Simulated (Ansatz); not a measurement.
Predict the output of the script below (the Python package of Ansatz (0.2.0)).

`bclh4n2_md.py`
```python
# -*- coding: utf-8 -*-
"""Molecular dynamics of one BClH4N2 molecule."""

import ansatz as az
from ase import Atoms
import numpy as np


def main():
    atoms = Atoms(["N", "B", "N", "Cl", "H", "H", "H", "H"], positions=[
        [-0.5903, 1.2866, 0.0213],
        [-0.3069, -0.1389, -0.2177],
        [0.6883, -0.8323, 0.6529],
        [-1.0815, -1.0632, -1.5617],
        [-0.3534, 1.8377, -0.8726],
        [-0.0321, 1.6987, 0.7826],
        [0.2678, -1.6487, 1.1102],
        [1.5002, -1.1971, 0.0292],
    ])
    mol = az.Crystal.molecule_from_ase(atoms)

    setup = (
        mol.calculation()
        .basis(gaussian="def2-SVP")
        .functional("blyp")
    )
    symbols = [site.symbol for site in mol.cartesian_sites]
    start = np.array([site.position_ang for site in mol.cartesian_sites], dtype=float)
    report = setup.relax(force_tolerance=0.02, max_steps=100).run(threads=1, backend="cpu").report
    end = np.array(report["positions_ang"])
    minimum = az.Crystal.molecule()
    for symbol, place in zip(symbols, end):
        minimum = minimum.atom(symbol, place.tolist())

    # dynamics from the relaxed geometry
    setup = (
        minimum.calculation()
        .basis(gaussian="def2-SVP")
        .functional("blyp")
        .md("nve", timestep=0.5, steps=20, temperature=300, initial_velocities="maxwell_boltzmann", seed=10)
    )
    frames = []
    outcome = setup.session().plan().execute(on_event=lambda e: frames.append(e["data"]) if e["event"] == "md_step" else None)
    print("t (fs)   E_pot (eV)      E_kin (eV)   T (K)   d(0-1) (A)")
    for f in frames[::1]:
        xyz = np.array(f["positions_ang"])
        print(f"{f['time_fs']:6.2f} {f['lagrangian_ev']:14.5f} {f['e_kin_ev']:10.5f} {f['temperature_k']:8.1f} {np.linalg.norm(xyz[0] - xyz[1]):9.4f}")
    kept = np.array([f["conserved_ev"] for f in frames])
    print(f"conserved energy moves by at most {1000 * np.ptp(kept):.3f} meV")


if __name__ == "__main__":
    main()
```

Output of `python bclh4n2_md.py`:
```text
t (fs)   E_pot (eV)      E_kin (eV)   T (K)   d(0-1) (A)
  0.00   -16239.40133    0.23267    300.0    1.4189
  0.50   -16239.39035    0.22184    286.0    1.4171
  1.00   -16239.36097    0.19321    249.1    1.4153
  1.50   -16239.32517    0.15843    204.3    1.4132
  2.00   -16239.29882    0.13280    171.2    1.4110
  2.50   -16239.29291    0.12685    163.6    1.4087
  3.00   -16239.30678    0.13996    180.5    1.4061
  3.50   -16239.32889    0.16112    207.7    1.4035
  4.00   -16239.34439    0.17601    226.9    1.4009
  4.50   -16239.34337    0.17497    225.6    1.3985
  5.00   -16239.32470    0.15675    202.1    1.3963
  5.50   -16239.29484    0.12756    164.5    1.3945
  6.00   -16239.26401    0.09737    125.5    1.3932
  6.50   -16239.24214    0.07591     97.9    1.3924
  7.00   -16239.23577    0.06963     89.8    1.3922
  7.50   -16239.24638    0.08000    103.1    1.3926
  8.00   -16239.27002    0.10309    132.9    1.3935
  8.50   -16239.29818    0.13055    168.3    1.3949
  9.00   -16239.32007    0.15181    195.7    1.3967
  9.50   -16239.32617    0.15761    203.2    1.3989
 10.00   -16239.31243    0.14412    185.8    1.4012
conserved energy moves by at most 2.639 meV
```

Notes:
- Total energies depend on the basis set; only differences at equal settings carry meaning.
- The trajectory is only some femtoseconds long, so its temperature is not equilibrated; where the script doesn't relax first, it starts from a rough generated geometry.
- The temperature counts the internal degrees of freedom alone.
- The whole script took 76 s on 1 thread of Arm Neoverse V1, on a shared host, peak memory 0.19 GiB.

(A comment or docstring line of the script was reworded after the run, the code is as it ran; lines on the test bed's own set-up are left out of the output.)
